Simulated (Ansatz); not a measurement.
Runs of Ansatz 0.2.0 on WAu. The structure is cubic, space group F-43m (No. 216). The conventional cell has a = 5.818 Å, b = 5.818 Å, c = 5.818 Å, α = 90.00°, β = 90.00°, γ = 90.00°. W (site symmetry -43m) has 4 Au at 2.52 Å as nearest neighbours. Au (site symmetry -43m) is surrounded by 4 W at 2.52 Å. The cell was built by a generator and needn't be a form met in nature.

| task | spin | cell | k mesh | points for each segment of the path | target pressure (GPa) | gap on the mesh (eV) | pressure (GPa) | relaxed volume (Å³/atom) |
| --- | --- | --- | --- | --- | --- | --- | --- | --- |
| relaxation of cell and atoms | SOC, no magnetisation | relaxed | 6 × 6 × 6 | - | - | none | 0.0 | (a) |
| relaxation of cell and atoms | off | relaxed | 6 × 6 × 6 | - | - | none | 0.0 | 23.23 |
| band structure | off | as given | 6 × 6 × 6 | 14 | - | none | -7.6 | - |
| relaxation of cell and atoms | off | relaxed to 30 GPa | 8 × 8 × 8 | - | 30 | none | 30.0 | - |
| band structure | SOC, no magnetisation | as given | 6 × 6 × 6 | 14 | - | none | -8.0 | - |

Alike in all rows: level LDA; potentials or basis Ansatz PAW; cutoff (eV) 420; smearing fermi-dirac 0.05 eV.

Problem. Fill in the values left out.

Solution. (a) 23.16.

Caveats: the PAW data sets come from PBE, with cores solved anew for the run's functional, which leaves a small shift of forces and pressure; the plane-wave basis is chosen anew once the cell has moved, so the energies of steps on either side of that aren't comparable (some runs); spin-orbit coupling is left out, which moves the levels of the heavy elements (some runs); the volume moved by over 15 % at a fixed basis, so the end points are rough (some runs).

A k mesh can miss the band edges, and rows without SOC leave out spin-orbit coupling on Au, W.

A gap of «none» marks a metal or a gap under the smearing width.
